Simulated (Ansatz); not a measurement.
NaLaMnMoO6:

```xyz
10
Lattice="0.0000 3.8626 3.8626 3.8626 0.0000 3.8626 3.8626 3.8626 0.0000" Properties=species:S:1:pos:R:3 pbc="T T T"
Na    1.9313    1.9313    1.9313
La    5.7939    5.7939    5.7939
Mn    3.8626    3.8626    3.8626
Mo    0.0000    0.0000    0.0000
O     1.9574    3.8626    3.8626
O     3.8626    3.8626    1.9574
O     3.8626    1.9574    3.8626
O     3.8626    5.7678    3.8626
O     3.8626    3.8626    5.7678
O     5.7678    3.8626    3.8626
```

The cell was built by a generator and needn't be a form met in nature.

Base run:

```yaml
Program: Ansatz 0.2.0
Functional: PBE
Potentials_or_basis: Ansatz PAW
Cutoff: "420 eV (not typed: the program's choice for these potentials)"
k_mesh: 6 × 6 × 6
Occupations: fermi-dirac, width 0.05 eV
Spin: collinear spin, ferromagnetic start
Starting_moments: "[0.0, 0.0, 4.0, 1.0, 0.0, 0.0, 0.0, 0.0, 0.0, 0.0] μB"
```

Its results: band gap on the k mesh none (metal or under the smearing width); pressure 0.0 GPa; net moment 1.16 μB per cell; site moments Na +0.00; La -0.03; Mn +1.76; Mo -0.49; O +0.01 μB.

**Question.** After a change of settings the same cell gave: band gap on the k mesh none (metal or under the smearing width); pressure 0.1 GPa; net moment 1.29 μB per cell; site moments Na +0.00; La -0.03; Mn +1.91; Mo -0.51; O +0.01 μB. Which change was it?
A. functional from PBE to r2SCAN0; cutoff from 420 eV (not typed: the program's choice for these potentials) to 500 eV (not typed: the program's choice for these potentials); k mesh from 6 × 6 × 6 to 3 × 3 × 3
B. functional from PBE to BLYP
C. potentials or basis from Ansatz PAW to PseudoDojo standard (PBE files); cutoff from 420 eV (not typed: the program's choice for these potentials) to 1497 eV
D. functional from PBE to PBEsol

**Answer.** C.

Caveats: a cell with one magnetic atom can't hold antiferromagnetic order, which such compounds often take; semilocal functionals often make such compounds metallic where correlation or magnetic order opens a gap, which also shifts bond lengths; the starting moments weren't kept.
